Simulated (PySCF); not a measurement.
# Ta3 (Ta3+): the cost of one run

Program: PySCF 2.14.0. Level of theory: r2SCAN, Ta def2-SVP with ECP60; scalar-relativistic core potentials, no spin–orbit coupling. These are calculated values, not measurements.

2 further runs of the same task are left out: 2 for a known fault of the program.

## 1. The system as given

3 atoms, charge 1, spin multiplicity 3.

Bond lengths: Ta1–Ta2 2.404 Å, Ta2–Ta3 2.404 Å. Angles: Ta1–Ta2–Ta3 180.0°.

Coordinates:

```xyz
3
Ta3
Ta    0.0000    0.0000    2.4037
Ta    0.0000    0.0000    0.0000
Ta    0.0000    0.0000   -2.4037
```

An earlier session relaxed this geometry at r2SCAN, Ta def2-SVP with ECP60 (triplet, point group D∞h).

Its energy there is -170.517419 Eh.

## 2. Atoms moved at random, σ = 0.1 Å

The input, run.py (the lines that set the calculation):

```python
mol = gto.M(atom='''
Ta     0.07687    -0.08576     2.43106
Ta     0.01717    -0.03257     0.02279
Ta    -0.09404     0.11833    -2.45385''',
    basis={'Ta': 'def2-SVP'},
    ecp={'Ta': 'def2-SVP'},
    charge=1, spin=2)
mf = dft.UKS(mol, xc='R2SCAN')
mf.grids.atom_grid = (50, 194)
mf = mf.density_fit()  # fitting sets: Ta def2-universal-JKFIT
mf.conv_tol = 1e-08; mf.max_cycle = 55
mf.kernel(dm0)  # dm0: the density of the relaxed state
```

Launch:

```
OMP_NUM_THREADS=2 python run.py
```

**Question.** How long does this run take on 2 threads of Arm Neoverse V2, shared host?

About 13 s.
